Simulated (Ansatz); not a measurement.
# CH5BrSi: the cost of one run

Computed with Ansatz 0.2.0, Gaussian basis. Level: PBE0-D4/def2-TZVP structures, single points in def2-TZVPP, no counterpoise correction.

Levels: SPW92, PBE-D4, BLYP-D4, r2SCAN-D4, B97M-V, PBE0-D4, B3LYP-D4, r2SCAN0-D4, BHLYP-D4, CAM-B3LYP-D4, wB97X-V, wB97M-V, B2PLYP, PBE-QIDH, RPA on PBE, Hartree-Fock, MP2, CCSD, CCSD(T).

Cores are frozen in the correlated methods. Filled d shells of the heavier atoms are correlated. B3LYP uses VWN-RPA correlation. B2PLYP carries no dispersion term here.

94 further runs of the same task are left out: 94 set aside as unsound or not needed.

## Step 1: The system as given

The complex: 13 atoms, charge 0, spin multiplicity 1.

Atoms are counted from 1 here; the program's logs count them from 0.

Bond lengths: Si1–H3 1.483 Å, Si1–H4 1.483 Å, Si1–C5 1.857 Å, Si1–Br7 2.230 Å, C2–H6 1.090 Å, C2–H8 1.090 Å, C2–H9 1.090 Å, C2–H10 1.090 Å, C5–H11 1.092 Å, C5–H12 1.094 Å, C5–H13 1.091 Å. Angles: H3–Si1–H4 109.5°, H3–Si1–C5 111.7°, H3–Si1–Br7 106.8°, H4–Si1–C5 111.9°, H4–Si1–Br7 107.0°, C5–Si1–Br7 109.7°, H6–C2–H8 109.4°, H6–C2–H9 109.7°, H6–C2–H10 109.6°, H8–C2–H9 109.3°, H8–C2–H10 109.3°, H9–C2–H10 109.6°, Si1–C5–H11 110.7°, Si1–C5–H12 109.9°, Si1–C5–H13 110.6°, H11–C5–H12 108.5°, H11–C5–H13 108.6°, H12–C5–H13 108.5°.

As a file:

```xyz
13
charge 0, multiplicity 1
Si   -1.4384   -0.9958   -0.4714
C     1.3123    1.1948    1.5855
H    -2.3935   -1.9646   -1.0620
H    -0.9819   -1.4925    0.8490
C    -0.0137   -0.6517   -1.6120
H     0.3125    1.5314    1.3119
Br   -2.5763    0.8866   -0.1015
H     1.5992    1.6463    2.5348
H     2.0237    1.4935    0.8152
H     1.3176    0.1094    1.6872
H    -0.3702   -0.2633   -2.5679
H     0.5439   -1.5739   -1.7988
H     0.6648    0.0800   -1.1699
```

Its parts: CH5BrSi holds atoms 1, 3, 4, 5, 7, 11, 12, 13; CH4 holds atoms 2, 6, 8, 9, 10. Each part counts its atoms afresh in its own runs.

## Step 2: Relaxing CH5BrSi alone

relax-a/in.yaml reads:

```yaml
crystal:
  periodic: [false, false, false]
  atoms:
    - {symbol: Si, position_ang: [-1.438421, -0.995813, -0.471357]}
    - {symbol: H, position_ang: [-2.393514, -1.964630, -1.061985]}
    - {symbol: H, position_ang: [-0.981906, -1.492528, 0.848980]}
    - {symbol: C, position_ang: [-0.013734, -0.651652, -1.612024]}
    - {symbol: Br, position_ang: [-2.576295, 0.886577, -0.101523]}
    - {symbol: H, position_ang: [-0.370172, -0.263253, -2.567940]}
    - {symbol: H, position_ang: [0.543875, -1.573869, -1.798750]}
    - {symbol: H, position_ang: [0.664765, 0.079962, -1.169947]}
basis:
  gaussian: {orbitals: def2-TZVP}
hamiltonian: {xc: pbe0, dispersion: d4}
relax: {f_tol: 0.005, max_steps: 200}
```

Run with:

```
ansatz run in.yaml --threads 8 --pin off --events-out ev --progress --plain --max-ram 19148MiB
```

**Question.** How long does this run take on 8 threads of Arm Neoverse V2, shared host?

About 4.1 s.
